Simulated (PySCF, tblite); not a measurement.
# C₂H₁₁FGe₃O: geometry, infrared bands and NMR shifts

What infrared bands and NMR shifts should C₂H₁₁FGe₃O (`CC[O][Ge]([F])([GeH3])[GeH3]`) show?

Programs: tblite 0.8.0 and PySCF 2.14.0, with density-fitted response routines of our own. Each step states its level of theory. These are calculated values for one molecule in the gas phase, unless marked as measured. Atoms are numbered from 0 throughout.

### 1 The starting structure

18 atoms, charge 0, multiplicity 1; geometry from: force field or distance geometry start.

Bonds of the start (Å): C0–C1 1.50, C1–O2 1.39, O2–Ge3 1.75, Ge3–F4 1.77, Ge3–Ge5 2.38, Ge3–Ge6 2.41, C0–H7 1.09, C0–H8 1.12, C0–H9 1.11, C1–H10 1.13, C1–H11 1.10, Ge5–H12 1.53, Ge5–H13 1.57, Ge5–H14 1.56, Ge6–H15 1.55, Ge6–H16 1.55, Ge6–H17 1.57.

### 2 Geometry optimisation with GFN2-xTB

What the job is given:

```
{"job": {"kind": "relax", "xc": "GFN2-xTB", "basis": "xTB"}, "charge": 0, "multiplicity": 1}
C     -2.749000    -0.804900     0.892900
C     -1.510800    -0.276300     0.227400
O     -0.528100     0.182200     1.099300
Ge     0.931700     0.807400     0.363300
F      1.587100     2.229500     1.182300
Ge     0.747500     1.381500    -1.941300
Ge     2.626600    -0.864200     0.733800
H     -2.709200    -0.873000     1.983100
H     -2.931900    -1.849100     0.526800
H     -3.601100    -0.192200     0.517200
H     -1.039100    -1.180000    -0.268800
H     -1.757900     0.402200    -0.602900
H      1.416400     0.364200    -2.869200
H      1.383600     2.804500    -2.156200
H     -0.758500     1.592800    -2.272800
H      2.358000    -2.124200    -0.131500
H      4.028700    -0.260100     0.480600
H      2.497400    -1.334100     2.224200
```

Launch:

```console
> OMP_NUM_THREADS=1 python probes_run.py task.json out
```

This one command runs all jobs of the session in turn.

The program printed:

```text
step      E/eV     max force
  0    -667.35205    2.431
  1    -667.57016    0.973
  2    -667.71293    0.912
  3    -667.77996    0.571
  4    -667.82370    0.432
  5    -667.85035    0.404
  6    -667.87706    0.381
  7    -667.90393    0.448
  8    -667.92910    0.487
  9    -667.94886    0.398
 10    -667.96754    0.313
 11    -667.98283    0.352
 12    -667.99534    0.309
 13    -668.00521    0.263
 14    -668.01226    0.271
 15    -668.01830    0.207
 16    -668.02494    0.229
 17    -668.03117    0.181
 18    -668.03587    0.146
 19    -668.03910    0.119
 20    -668.04181    0.118
 21    -668.04468    0.109
 22    -668.04721    0.096
 23    -668.04922    0.097
 24    -668.05144    0.134
 25    -668.05490    0.170
 26    -668.06004    0.255
 27    -668.06614    0.257
 28    -668.07169    0.215
 29    -668.07635    0.197
 30    -668.08095    0.208
 31    -668.08512    0.180
 32    -668.08777    0.112
 33    -668.08927    0.089
 34    -668.09069    0.101
 35    -668.09296    0.183
 36    -668.09664    0.238
 37    -668.10184    0.218
 38    -668.10740    0.187
 39    -668.11249    0.168
 40    -668.11756    0.190
 41    -668.12178    0.267
 42    -668.12550    0.323
 43    -668.13199    0.234
 44    -668.13932    0.166
 45    -668.14318    0.133
 46    -668.14769    0.131
 47    -668.15075    0.129
 48    -668.15311    0.138
 49    -668.15572    0.138
 50    -668.15971    0.151
 51    -668.16356    0.163
 52    -668.16640    0.121
 53    -668.16828    0.099
 54    -668.16979    0.091
 55    -668.17138    0.123
 56    -668.17300    0.133
 57    -668.17420    0.108
 58    -668.17484    0.047
 59    -668.17520    0.037
 60    -668.17545    0.034
 61    -668.17564    0.026
 62    -668.17579    0.022
 63    -668.17586    0.016
 64    -668.17590    0.017
 65    -668.17596    0.017
 66    -668.17602    0.021
 67    -668.17610    0.022
 68    -668.17619    0.027
 69    -668.17631    0.034
 70    -668.17647    0.052
 71    -668.17669    0.064
 72    -668.17699    0.063
 73    -668.17728    0.046
 74    -668.17753    0.032
 75    -668.17773    0.038
 76    -668.17793    0.043
 77    -668.17816    0.040
 78    -668.17840    0.039
 79    -668.17862    0.035
 80    -668.17879    0.032
 81    -668.17894    0.032
 82    -668.17910    0.031
 83    -668.17926    0.025
 84    -668.17941    0.031
 85    -668.17956    0.036
 86    -668.17973    0.038
 87    -668.17997    0.041
 88    -668.18032    0.050
 89    -668.18072    0.053
 90    -668.18105    0.044
 91    -668.18126    0.032
 92    -668.18143    0.029
 93    -668.18163    0.041
 94    -668.18192    0.052
 95    -668.18224    0.050
 96    -668.18254    0.043
 97    -668.18279    0.033
 98    -668.18310    0.056
 99    -668.18361    0.085
100    -668.18447    0.108
101    -668.18550    0.106
102    -668.18664    0.079
103    -668.18744    0.063
104    -668.18819    0.060
105    -668.18882    0.057
106    -668.18992    0.076
107    -668.19083    0.073
108    -668.19167    0.090
109    -668.19241    0.060
110    -668.19279    0.094
111    -668.19371    0.065
112    -668.19452    0.060
113    -668.19616    0.087
114    -668.19797    0.140
115    -668.20005    0.223
116    -668.20373    0.177
117    -668.20985    0.172
118    -668.21744    0.221
119    -668.21389    0.355
120    -668.22672    0.290
121    -668.22989    0.325
122    -668.24174    0.238
123    -668.23437    0.561
124    -668.25540    0.160
125    -668.26358    0.164
126    -668.27509    0.335
127    -668.28240    0.210
128    -668.28681    0.135
129    -668.29145    0.134
130    -668.29636    0.136
131    -668.29995    0.134
132    -668.30328    0.169
133    -668.30735    0.141
134    -668.31289    0.166
135    -668.31816    0.225
136    -668.32172    0.178
137    -668.32520    0.117
138    -668.32761    0.102
139    -668.32995    0.113
140    -668.33237    0.124
141    -668.33522    0.121
142    -668.33854    0.144
143    -668.34192    0.161
144    -668.34488    0.131
145    -668.34699    0.082
146    -668.34872    0.097
147    -668.35037    0.106
148    -668.35192    0.095
149    -668.35291    0.067
150    -668.35357    0.059
151    -668.35418    0.060
152    -668.35501    0.077
153    -668.35597    0.070
154    -668.35698    0.073
155    -668.35791    0.074
156    -668.35875    0.054
157    -668.35941    0.043
158    -668.35985    0.042
159    -668.36016    0.041
160    -668.36045    0.050
161    -668.36079    0.044
162    -668.36116    0.042
163    -668.36146    0.030
164    -668.36167    0.033
165    -668.36180    0.026
166    -668.36191    0.029
167    -668.36202    0.026
168    -668.36215    0.030
169    -668.36229    0.034
170    -668.36243    0.032
171    -668.36255    0.025
172    -668.36267    0.022
173    -668.36282    0.032
174    -668.36299    0.034
175    -668.36317    0.025
176    -668.36332    0.021
177    -668.36342    0.017
178    -668.36351    0.020
179    -668.36360    0.022
180    -668.36371    0.020
181    -668.36384    0.025
182    -668.36396    0.027
183    -668.36408    0.024
184    -668.36419    0.023
185    -668.36430    0.024
186    -668.36443    0.024
187    -668.36454    0.024
188    -668.36462    0.018
189    -668.36466    0.014
190    -668.36470    0.014
191    -668.36476    0.020
192    -668.36484    0.024
193    -668.36492    0.022
194    -668.36500    0.017
195    -668.36505    0.014
196    -668.36509    0.012
197    -668.36512    0.012
198    -668.36515    0.012
199    -668.36519    0.015
200    -668.36523    0.015
201    -668.36528    0.018
202    -668.36534    0.019
203    -668.36541    0.019
204    -668.36546    0.014
205    -668.36550    0.012
206    -668.36552    0.008
```

It took 7.3 s on 1 thread of Intel Xeon at 2.50GHz, shared host.

Relaxation path: (not every step is listed)

```tsv
step	energy from step 0 (eV)	largest force (eV/Å)
0	0.0000	2.4307
1	-0.2181	0.9733
2	-0.3609	0.9119
3	-0.4279	0.5714
4	-0.4717	0.4319
5	-0.4983	0.4042
6	-0.5250	0.3813
7	-0.5519	0.4478
8	-0.5770	0.4870
27	-0.7141	0.2574
46	-0.7956	0.1305
65	-0.8239	0.0166
84	-0.8274	0.0308
103	-0.8354	0.0632
122	-0.8897	0.2385
141	-0.9832	0.1209
160	-1.0084	0.0501
179	-1.0116	0.0219
198	-1.0131	0.0117
201	-1.0132	0.0181
202	-1.0133	0.0187
203	-1.0134	0.0186
204	-1.0134	0.0141
205	-1.0135	0.0117
206	-1.0135	0.0085
```

Distances of close pairs at the start and the end, largest changes first:

```tsv
bond	before (Å)	after (Å)	change (Å)
Ge5–H13	1.573	1.502	-0.071
Ge6–H17	1.568	1.498	-0.070
Ge3–Ge5	2.382	2.451	+0.069
Ge3–F4	1.767	1.835	+0.068
Ge5–H14	1.556	1.504	-0.052
Ge6–H15	1.552	1.500	-0.052
Ge6–H16	1.548	1.508	-0.040
C1–H10	1.134	1.096	-0.038
```

The end geometry stands in the next job.

### 3 Vibrational analysis with GFN2-xTB

What the job is given:

```
{"job": {"kind": "ir", "xc": "GFN2-xTB", "basis": "xTB"}, "charge": 0, "multiplicity": 1}
C     -2.468274    -0.306279     0.725503
C     -1.497989    -1.025897    -0.196698
O     -0.179355    -1.012506     0.299337
Ge     0.950185     0.353302     0.182591
F      0.401745     1.518272     1.489484
Ge     0.406684     1.619541    -1.844089
Ge     2.891208    -0.765222     1.089619
H     -2.445033    -0.762631     1.711517
H     -3.477304    -0.362007     0.324918
H     -2.174865     0.737804     0.823960
H     -1.778079    -2.080516    -0.301624
H     -1.528768    -0.559673    -1.196323
H      0.329171     0.738915    -3.066233
H      1.430984     2.667571    -2.173367
H     -0.911215     2.339853    -1.758324
H      2.920499    -2.205646     0.672402
H      4.193649    -0.168701     0.619201
H      2.927997    -0.719862     2.586469
```

The program printed:

```text
mode    cm-1     km/mol
  1     -27.4      0.08
  2      25.4      0.25
  3      44.8      0.11
  4      60.5      0.09
  5      77.7      0.61
  6      89.7      3.42
  7      96.6      1.00
  8     122.6     20.20
  9     152.3      7.36
 10     190.0     14.78
 11     195.9      5.62
 12     252.2      1.54
 13     291.3     58.82
 14     369.9     14.22
 15     379.0     12.36
 16     393.1     27.23
 17     397.7     94.50
 18     400.0     70.26
 19     436.8     56.25
 20     473.4    117.00
 21     707.2   1723.52
 22     769.1    126.62
 23     828.5     10.62
 24     834.1     49.79
 25     839.1     85.71
 26     842.4    219.42
 27     853.2    139.84
 28     930.9     45.84
 29    1087.4     59.28
 30    1100.2     80.93
 31    1145.5     13.19
 32    1263.6      1.66
 33    1338.4     16.74
 34    1398.9     15.00
 35    1471.9      0.46
 36    1473.2      2.98
 37    1488.3      3.35
 38    1875.0    152.67
 39    1898.2    185.23
 40    1983.0    443.72
 41    2000.8    134.06
 42    2009.6    822.92
 43    2036.4    464.63
 44    2801.1     77.56
 45    2914.1     44.82
 46    3017.6     26.29
 47    3036.1     33.36
 48    3047.7     17.12
```

It took 4.2 s on 1 thread of Intel Xeon at 2.50GHz, shared host.

The strongest bands and the atoms that carry them (share of the mass-weighted mode):

```tsv
cm⁻¹	km/mol	atoms
707	1723.5	H16 19 %, H15 18 %, H17 16 %, H12 15 %
842	219.4	H12 35 %, H14 28 %, H13 14 %, H17 11 %
853	139.8	H13 47 %, H14 23 %, H12 21 %
1875	152.7	H12 48 %, H14 29 %, H13 20 %
1898	185.2	H16 58 %, H15 22 %, H17 17 %
1983	443.7	H12 47 %, H14 44 %
2010	822.9	H13 52 %, H14 17 %, H15 12 %, H16 11 %
2036	464.6	H17 64 %, H15 33 %
```

### 4 Shielding tensors: PBE0/pcSseg-1

The job, as its differences from that of step 3:

```diff
@@ -1,2 +1,2 @@
-{"job": {"kind": "ir", "xc": "GFN2-xTB", "basis": "xTB"}, "charge": 0, "multiplicity": 1}
+{"job": {"kind": "nmr", "xc": "PBE0", "basis": "pcSseg-1"}, "charge": 0, "multiplicity": 1}
 C     -2.468274    -0.306279     0.725503
```

Level: GIAO PBE0/pcSseg-1 NMR shielding, non-relativistic, gas phase.

The program printed:

```text
coarse grid: 70280 points
cycle   1  E = -6486.9478748571  dE = -1.561e+00  |g| = 1.712e+00  |ddm| = 3.948e+00
cycle   2  E = -6486.3168881769  dE =  6.310e-01  |g| = 2.471e+00  |ddm| = 2.533e+00
cycle   3  E = -6487.1731840569  dE = -8.563e-01  |g| = 5.105e-01  |ddm| = 2.066e+00
cycle   4  E = -6487.2167144478  dE = -4.353e-02  |g| = 1.168e-01  |ddm| = 3.886e-01
cycle   5  E = -6487.2180055846  dE = -1.291e-03  |g| = 4.819e-02  |ddm| = 1.040e-01
cycle   6  E = -6487.2183785788  dE = -3.730e-04  |g| = 1.455e-02  |ddm| = 3.957e-02
cycle   7  E = -6487.2184111297  dE = -3.255e-05  |g| = 2.868e-03  |ddm| = 1.294e-02
cycle   8  E = -6487.2184128627  dE = -1.733e-06  |g| = 6.493e-04  |ddm| = 3.095e-03
final grid: 143440 points
cycle   9  E = -6487.2183479392  dE = -1.400e-07  |g| = 7.280e-04  |ddm| = 2.372e-03
cycle  10  E = -6487.2183478713  dE =  6.795e-08  |g| = 9.116e-04  |ddm| = 1.205e-03
cycle  11  E = -6487.2183480506  dE = -1.793e-07  |g| = 1.561e-04  |ddm| = 7.399e-04
cycle  12  E = -6487.2183480545  dE = -3.927e-09  |g| = 1.822e-05  |ddm| = 1.058e-04
cycle  13  E = -6487.2183480545  dE = -5.275e-11  |g| = 8.028e-06  |ddm| = 1.726e-05
converged SCF energy = -6487.2183480545

GIAO shielding tensors (ppm)
atom      isotropic    diamagn.    paramagn.     s11        s22        s33       span
  0 C      163.608     249.912     -86.304    143.790    162.657    184.376     40.585
  1 C      115.509     244.284    -128.775     84.795     97.236    164.496     79.701
  2 O      199.470     407.654    -208.184     82.097    208.861    307.453    225.356
  3 Ge    1166.435    2756.877   -1590.442   1104.954   1137.081   1257.270    152.316
  4 F      295.015     480.283    -185.268    191.008    329.309    364.726    173.718
  5 Ge    1670.834    2756.904   -1086.070   1615.869   1680.435   1716.197    100.329
  6 Ge    1639.955    2754.547   -1114.592   1578.715   1630.907   1710.243    131.528
  7 H       30.075      30.224      -0.149     26.553     28.051     35.620      9.067
  8 H       30.763      28.768       1.995     26.752     27.179     38.359     11.607
  9 H       30.102      32.348      -2.246     25.672     31.741     32.893      7.221
 10 H       27.245      30.032      -2.787     21.915     26.462     33.359     11.444
 11 H       27.668      32.591      -4.923     22.928     28.506     31.569      8.641
 12 H       27.967      29.537      -1.570     21.212     22.797     39.892     18.681
 13 H       28.212      28.768      -0.556     21.472     22.785     40.378     18.906
 14 H       27.728      29.581      -1.853     20.621     23.208     39.355     18.735
 15 H       28.083      28.589      -0.506     20.852     23.435     39.962     19.110
 16 H       28.151      27.923       0.228     21.036     23.139     40.277     19.241
 17 H       27.876      28.242      -0.367     20.948     22.753     39.926     18.978
```

Wall time 3.4 min (1 thread of Intel Xeon at 2.50GHz, shared host); peak memory 1.1 GiB.

The references, computed at this level on geometries of the same kind, shield at (ppm): 1H TMS 31.72, 13C TMS 186.9, 19F CFCl3 170.9, 17O H2O 336.1, 73Ge GeMe4 1331. Their shielding less the atom's gives the shift. The references are single molecules in the gas phase, so shifts against H2O, NH3, PH3, H3PO4 or CFCl3 are not on the usual liquid scales and can be off by tens of ppm. Atoms listed in one row are averaged.

```tsv
atoms	environment	σ (ppm)	δ (ppm)
C1	sp3 CH2 bonded to O	115.5	71.4
C0	methyl carbon	163.6	23.3
H10, H11	hydrogen on an sp3 CH2 bonded to O	27.46	4.26
H12, H13, H14, H15, H16, H17	hydrogen on a germanium bonded to Ge	28.00	3.71
H7, H8, H9	hydrogen on a methyl carbon	30.31	1.40
O2	oxygen bonded to C, Ge	199.5	136.6
Ge3	germanium bonded to F, 2 Ge, O	1166	165
Ge5, Ge6	germanium bonded to Ge, 3 H	1655	-324
F4	fluorine bonded to Ge	295.0	-124.1
```

The run also stored atomic charges by several schemes (e):

```tsv
atoms	Mulliken	IAO	Hirshfeld	ESP fit
C0	-0.30	-0.43	-0.13	-0.29
C1	0.03	-0.03	0.00	0.41
O2	-0.72	-0.60	-0.24	-0.50
Ge3	0.87	0.87	0.37	0.48
F4	-0.51	-0.55	-0.29	-0.34
Ge5, Ge6	-0.03	0.21	0.22	0.12
```

Mayer bond orders: C0–C1 1.06, C1–O2 0.90, O2–Ge3 0.82, Ge3–F4 0.74, Ge3–Ge5 0.86, Ge3–Ge6 0.88.

### 5 Results

```
                                                                  quantity                  value
                                 strongest single infrared mode (GFN2-xTB)  707 cm⁻¹, 1724 km/mol
                                              zero-point energy (GFN2-xTB)          70.7 kcal/mol
                                    13C shifts against TMS (PBE0/pcSseg-1)         71.4, 23.3 ppm
    1H shifts against TMS (PBE0/pcSseg-1, means over atoms taken as alike)   4.26, 3.71, 1.40 ppm
                                    17O shifts against H2O (PBE0/pcSseg-1)              136.6 ppm
73Ge shifts against GeMe4 (PBE0/pcSseg-1, means over atoms taken as alike)          165, -324 ppm
                                  19F shifts against CFCl3 (PBE0/pcSseg-1)             -124.1 ppm
```

What this shows: The optimisation took 206 steps and gained 1.013 eV; among the close pairs (by a distance rule), Ge5–H13 changed most, from 1.573 to 1.502 Å. The lowest mode is imaginary (27i cm⁻¹), so the xTB geometry is not a minimum. The strongest single mode, at 707 cm⁻¹, has its largest shares on H16, H15, H17 and H12 (the list is cut at 4 atoms). GFN2-xTB is a fitted tight-binding method: band positions and strengths are rough. Its intensities can rank the bands wrongly. H10, H11 (mean) (hydrogen on an sp3 CH2 bonded to O) lies farthest downfield among hydrogen, at 4.26 ppm; its carbon carries O, which withdraws density. At PBE0/pcSseg-1: The widest tensor belongs to O2: span 225 ppm, with a paramagnetic part of -208 ppm. Spin-orbit coupling is left out, which matters for shieldings and couplings at and beside the heavy atoms.
